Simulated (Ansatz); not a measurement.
# FePt2: the cost of one run

Computed with Ansatz 0.2.0 (DFT PBE, scalar-relativistic, plane waves, PAW, unless a step's input says otherwise).

1 further run of the same task is left out (it didn't finish). Runs told in other sessions of the task aren't counted.

### 1 Starting point

It takes space group I4/mmm (No. 139, tetragonal). The conventional cell has a = 2.756 Å, b = 2.756 Å, c = 11.509 Å, α = 90.00°, β = 90.00°, γ = 90.00°. Fe (site symmetry 4/mmm) is surrounded by 8 Pt at 2.66 Å and 4 Fe at 2.76 Å. Around Pt (site symmetry 4mm) lie 4 Fe at 2.66 Å and 8 Pt at 2.76 to 2.89 Å.

Structure file:

```cif
data_structure
_symmetry_space_group_name_H-M 'P 1'
_symmetry_Int_Tables_number 1
_cell_length_a 6.0757
_cell_length_b 6.0757
_cell_length_c 6.0757
_cell_angle_alpha 153.779
_cell_angle_beta 153.779
_cell_angle_gamma 37.420
_cell_volume 43.72
loop_
_atom_site_label
_atom_site_type_symbol
_atom_site_fract_x
_atom_site_fract_y
_atom_site_fract_z
_atom_site_occupancy
Fe1 Fe 0.50000 0.50000 0.00000 1
Pt1 Pt 0.84257 0.84257 0.00000 1
Pt2 Pt 0.15743 0.15743 0.00000 1
```

The start is the relaxed end of an invented cell (made as: elements ordered on the sites of the Zr type, Fe/Pt on Zr (I4/mmm, No. 139)), taken up again for a closer look.

### 2 A first look at the guess

File input.yaml:

```yaml
crystal:
  lattice:
    - [-1.378121, 1.378121, 5.7546]
    - [1.378121, -1.378121, 5.7546]
    - [1.378121, 1.378121, -5.7546]
  atoms:
    - { symbol: Fe, position: [0.5, 0.5, 0.0], spin: 3.36 }
    - { symbol: Pt, position: [0.842565, 0.842565, 0.0], spin: 0.35 }
    - { symbol: Pt, position: [0.157435, 0.157435, 0.0], spin: 0.35 }
basis:
  ecutwfc: 420
kpoints:
  mp_grid: { grid: [8, 8, 8] }
hamiltonian:
  xc: pbe
scf:
  occupations: { method: gaussian, width: 0.1 }
  lower_state_search: "off"
output:
  forces: true
  stress: true
  eigenvalues: true
  populations: true
magnetization:
  spin_polarized: true
```

Started as:

```
$ ansatz run input.yaml --threads 1 --pin off --max-ram 3072MiB --backend cpu --events-out ev --progress --plain --runs-dir out
```

Q: Estimate wall time and peak memory on 1 thread of Intel Xeon Platinum 8375C at 2.90GHz (Ice Lake), shared host.

About 12 s, with a peak of 0.44 GiB.
